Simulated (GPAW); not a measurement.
# NiMoIrPdW (P3m1) in GPAW: notebook, part 2 of 2

GPAW 26.7.0.

**4. Band structure, r2SCAN, collinear spin, ferromagnetic start**

Input file run.py:

```python
from ase import Atoms
from ase.dft.bandgap import bandgap
from ase.io import write
from ase.units import GPa
from ase.parallel import parprint
from gpaw import GPAW, PW

atoms = Atoms(['Ni', 'Mo', 'Pd', 'Ir', 'W'],
              cell=[[4.1170512982, 0.0, 0.0],
                    [-2.0585256491, 3.5654710129, 0.0],
                    [0.0, 0.0, 5.4458]],
              scaled_positions=[[0.0, 0.0, 0.95775],
                                [0.6666666667, 0.3333333333, 0.96161],
                                [0.6666666667, 0.3333333333, 0.46295],
                                [0.3333333333, 0.6666666667, 0.72572],
                                [0.3333333333, 0.6666666667, 0.23642]],
              pbc=True)
atoms.set_initial_magnetic_moments([1.0, 1.0, 0.0, 0.6, 0.0])

calc = GPAW(mode=PW(600),
            xc='MGGA_X_R2SCAN+MGGA_C_R2SCAN',
            kpts={'size': (5, 5, 4), 'gamma': True},
            occupations={'name': 'fermi-dirac', 'width': 0.05},
            nbands=64,
            convergence={'density': 1e-05, 'energy': 1e-05},
            maxiter=150,
            txt='gpaw.txt')
atoms.calc = calc
energy = atoms.get_potential_energy()
forces = atoms.get_forces()
stress = atoms.get_stress()
calc.write('gs.gpw')
write('result.traj', atoms)
parprint(f'Energy: {energy:.6f} eV')
parprint('Forces (eV/A):')
parprint(forces.round(4))
parprint('Stress (GPa):', (stress / GPa).round(3))
parprint('Moments:', calc.get_magnetic_moments().round(3))
parprint('Fermi level:', round(calc.get_fermi_level(), 4), 'eV')
parprint(f'Gap: {bandgap(calc)[0]:.4f} eV, direct: {bandgap(calc, direct=True)[0]:.4f} eV')

path = atoms.cell.bandpath('GMKGALHA,LM,KH', npoints=60, eps=1e-4)
bs_calc = calc.fixed_density(kpts=path, symmetry='off', nbands=87,
                             convergence={'bands': 'CBM+6.0', 'eigenstates': 1e-6}, txt='bands.txt')
bs = bs_calc.band_structure()
bs.write('bs.json')
parprint(f'Gap on the path: {bandgap(bs_calc)[0]:.4f} eV')
```

Potentials or basis: GPAW PAW data sets (gpaw-data 1.2.1), pw.

Run with:

```sh
$ OMP_NUM_THREADS=1 mpirun -n 8 gpaw python run.py
```

gpaw.txt:

```text
__  _  _
 | _ |_)|_||  |
 |__||  | ||/\| - 26.7.0

Input parameters:
  mode=PW(ecut=600.0),
  convergence={'density': 1e-05, 'energy': 1e-05},
  kpts=MonkhorstPack(size=(5, 5, 4), gamma=True),
  maxiter=150,
  nbands=64,
  occupations=Occupations(name='fermi-dirac', width=0.05),
  xc=XC(name='MGGA_X_R2SCAN+MGGA_C_R2SCAN')

Diagonalizing LCAO Hamiltonian
Converting LCAO to pw mode

       NiIr  Mo

             Pd
         W

Atoms  # Å, Bohr magnetons
|   | symbol |         x |        y |        z |    initial magnetic moments |
|---|--------|-----------|----------|----------|-----------------------------|
| 0 |     Ni |  0.000000 | 0.000000 | 5.215715 | ( 0.0000,  0.0000,  1.0000) |
| 1 |     Mo |  2.058526 | 1.188490 | 5.236736 | ( 0.0000,  0.0000,  1.0000) |
| 2 |     Pd |  2.058526 | 1.188490 | 2.521133 | ( 0.0000,  0.0000,  0.0000) |
[... 279 lines left out ...]
| 0.000000 | 0.000000 |  0.000064 |  # Mo   1
| 0.000000 | 0.000000 |  0.000040 |  # Pd   2
| 0.000000 | 0.000000 |  0.000024 |  # Ir   3
| 0.000000 | 0.000000 | -0.000040 |  # W    4

Fermi level: 10.496
Eigenvalues  # (at kpt = [0.000, 0.000, 0.000])
| band index |      eig [eV] | occ [0-1] |      eig [eV] | occ [0-1] |
|------------|---------------|-----------|---------------|-----------|
|          0 |       -65.461 |     1.000 |       -65.461 |     1.000 |
|        ... |               |           |               |           |
|         29 |         7.898 |     1.000 |         7.898 |     1.000 |
|         30 |         8.164 |     1.000 |         8.164 |     1.000 |
|         31 |         8.165 |     1.000 |         8.165 |     1.000 |
|         32 |         8.685 |     1.000 |         8.685 |     1.000 |
|         33 |         8.685 |     1.000 |         8.685 |     1.000 |
|         34 |         9.427 |     1.000 |         9.427 |     1.000 |
[... 8 lines left out ...]
|         43 |        14.638 |     0.000 |        14.638 |     0.000 |
|         44 |        15.927 |     0.000 |        15.927 |     0.000 |
|        ... |               |           |               |           |
|         63 |        30.382 |     0.000 |        30.382 |     0.000 |

No gap
No difference between direct/indirect transitions

Forces  # eV/Ang
|        x |       y |        z |
|----------|---------|----------|
|  0.00000 | 0.00000 | -0.12067 |  # Ni   0
| -0.00000 | 0.00000 |  0.23486 |  # Mo   1
| -0.00000 | 0.00000 |  0.00611 |  # Pd   2
|  0.00000 | 0.00000 | -0.07234 |  # Ir   3
|  0.00000 | 0.00000 | -0.05069 |  # W    4

Stress tensor  # eV/Ang^3
|         x |         y |         z |
|-----------|-----------|-----------|
|  0.023325 | -0.000000 | -0.000000 |
|  0.000000 |  0.023325 | -0.000000 |
| -0.000000 | -0.000000 |  0.020781 |

# Writing to gs.gpw (mode='')
```

Run time: 3.4 min. Hardware: 8 MPI ranks of AMD EPYC 9R45 (Zen 5), shared host; peak memory 0.46 GiB.

What came out:

* Free energy: -101.0701 eV
* Pressure: -3.6 GPa
* Largest force: 0.235 eV/Å
* Band gap along the path: none (metal or under the smearing width)
* Net moment: 0.00 μB per cell

Forces on the atoms (eV/Å):
```
Ni   0.000  0.000 -0.121
Mo   0.000  0.000  0.235
Pd   0.000  0.000  0.006
Ir   0.000  0.000 -0.072
W    0.000  0.000 -0.051
```

Levels at the corners of the path, in eV from the Fermi level:
Spin up:
```csv
point,band 34,band 35,band 36,band 37,band 38,band 39,band 40,band 41
Γ,-1.81,-1.07,-0.83,-0.83,0.86,0.86,1.91,1.91
M,-1.53,-1.11,-0.56,-0.34,1.02,1.26,1.34,1.71
K,-1.63,-1.56,-1.36,0.28,0.37,0.48,1.14,1.50
Γ,-1.81,-1.07,-0.83,-0.83,0.86,0.86,1.91,1.91
A,-1.55,-0.90,-0.36,-0.36,-0.16,-0.16,1.02,2.40
L,-1.81,-1.70,-0.98,-0.94,-0.34,0.01,0.39,1.20
H,-2.05,-1.82,-1.16,-1.00,-0.53,-0.30,0.71,1.27
A,-1.55,-0.90,-0.36,-0.36,-0.16,-0.16,1.02,2.40
L,-1.81,-1.70,-0.98,-0.94,-0.34,0.01,0.39,1.20
M,-1.53,-1.11,-0.56,-0.34,1.02,1.26,1.34,1.71
K,-1.63,-1.56,-1.36,0.28,0.37,0.48,1.14,1.50
H,-2.05,-1.82,-1.16,-1.00,-0.53,-0.30,0.71,1.27
```
Spin down:
```tsv
point	band 35	band 36	band 37	band 38	band 39	band 40
Γ	-1.07	-0.83	-0.83	0.86	0.86	1.91
M	-1.11	-0.56	-0.34	1.02	1.26	1.34
K	-1.56	-1.36	0.28	0.37	0.48	1.14
Γ	-1.07	-0.83	-0.83	0.86	0.86	1.91
A	-0.90	-0.36	-0.36	-0.16	-0.16	1.02
L	-1.70	-0.98	-0.94	-0.34	0.01	0.39
H	-1.82	-1.16	-1.00	-0.53	-0.30	0.71
A	-0.90	-0.36	-0.36	-0.16	-0.16	1.02
L	-1.70	-0.98	-0.94	-0.34	0.01	0.39
M	-1.11	-0.56	-0.34	1.02	1.26	1.34
K	-1.56	-1.36	0.28	0.37	0.48	1.14
H	-1.82	-1.16	-1.00	-0.53	-0.30	0.71
```

Caveat: the stock nickel data set gives pressures a few GPa off other programs; the PAW data sets were made with another functional, which shifts forces and pressure a little; spin-orbit coupling is left out, which moves the levels of the heavy elements.

**5. Overview**

| level | potentials or basis | pressure (GPa) | moment (μB) | largest force (eV/Å) |
| --- | --- | --- | --- | --- |
| AM05 | PAW data sets generated in the run's folder for this functional, pw | -8.9 | 0.00 | 0.14 |
| PW91 | PAW data sets generated in the run's folder for this functional, pw | 0.0 | 0.00 | 0.20 |
| r2SCAN | GPAW PAW data sets (gpaw-data 1.2.1), pw | -3.6 | 0.00 | 0.23 |

Alike in all rows: task band structure; spin collinear, ferromagnetic start; cell as given; k mesh 5 × 5 × 4; cutoff (eV) 600; smearing fermi-dirac 0.05 eV.

Caveats: the stock nickel data set gives pressures a few GPa off other programs; spin-orbit coupling is left out, which moves the levels of the heavy elements; the PAW data sets were made with another functional, which shifts forces and pressure a little (some runs).

Absolute energies hang on the potentials; compare differences alone.
